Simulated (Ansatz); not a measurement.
This script makes a convergence test of the k-point mesh of RbBH4, space group F-43m with Ansatz 0.2.0, Python API.

Script `rbbh4.py`:
```python
"""k-point test for RbBH4."""

import ansatz as az
from ase import Atoms
from tabulate import tabulate

atoms = Atoms(
    ["Rb", "B", "H", "H", "H", "H"],
    scaled_positions=[
        [0.0, 0.0, 0.0],
        [0.5, 0.5, 0.5],
        [0.602415, 0.602415, 0.602415],
        [0.192754, 0.602415, 0.602415],
        [0.602415, 0.602415, 0.192754],
        [0.602415, 0.192754, 0.602415],
    ],
    cell=[
        [0.0, 3.45324, 3.45324],
        [3.45324, 0.0, 3.45324],
        [3.45324, 3.45324, 0.0],
    ],
    pbc=True,
)
rbbh4 = az.Crystal.from_ase(atoms)

model = (
    rbbh4.calculation()
    .functional("pbesol")
    .pseudopotentials("paw")
    .basis(34 * az.Ry)
    .occupations("fixed")
    .forces()
    .stress()
)

rows = []
for value in [(2, 2, 2), (3, 3, 3), (4, 4, 4), (5, 5, 5), (6, 6, 6), (7, 7, 7)]:
    r = model.kpoints(mesh=value).run().report
    rows.append((value, r["free_energy_ev"] / len(r["lattice"]["sites"]), r["n_iterations"], sum(r["stress_gpa"][i][i] for i in range(3)) / 3, max(abs(f) for row in r["forces_ev_ang"] for f in row), r["n_kpoints"]))

print(tabulate(rows, headers=["mesh", "F/atom (eV)", "iterations", "P (GPa)", "max component (eV/A)", "k-points"], floatfmt=".4f", tablefmt="simple"))

# differences from the last row
for row in rows[:-1]:
    shift = 1000 * (row[1] - rows[-1][1])
    print(f"{row[0]}: {shift:+.2f} meV/atom" + ("  (within 1 meV)" if abs(shift) < 1 else ""))
```

From which mesh on is the energy per atom within 1 meV of the last row, and how does it get there?

From 3×3×3 on it stays within 1 meV an atom of the value at 7×7×7; the first row (2×2×2) is off by 7.8 meV and the last but one by 0.01 meV. The pressure moves from 0.36 to 0.26 GPa.

The run itself:

Output of `python rbbh4.py`:
```text
DeckWarning: the atoms were moved onto the symmetric positions of the space group found under crystal.symmetry.tolerance 1.0e-5 (fractional; no operation is sought that the atoms, as they stand in a [...]
mesh         F/atom (eV)    iterations    P (GPa)    max component (eV/A)    k-points
---------  -------------  ------------  ---------  ----------------------  ----------
(2, 2, 2)      -572.4075             6     0.3596                  0.0918           3
(3, 3, 3)      -572.4150             6     0.2702                  0.1123           4
(4, 4, 4)      -572.4153             6     0.2644                  0.1134           8
(5, 5, 5)      -572.4153             7     0.2634                  0.1133          10
(6, 6, 6)      -572.4153             6     0.2639                  0.1135          16
(7, 7, 7)      -572.4153             6     0.2640                  0.1135          20
(2, 2, 2): +7.81 meV/atom
(3, 3, 3): +0.28 meV/atom  (within 1 meV)
(4, 4, 4): +0.01 meV/atom  (within 1 meV)
(5, 5, 5): -0.00 meV/atom  (within 1 meV)
(6, 6, 6): +0.01 meV/atom  (within 1 meV)
```
(Warnings from the package without file and line, shortened.)

Reading the output:
- Pressure is positive in compression.
- This cell is a computed structure, which may not be the phase found in nature.
- Shifts are counted from the finest mesh, which is itself no proven limit.
- Wall time of the script: 8.3 s on 1 thread of Arm Neoverse V1, with other jobs on the host, peak memory 0.41 GiB.

(Lines on the test bed's own set-up are left out of the output.)
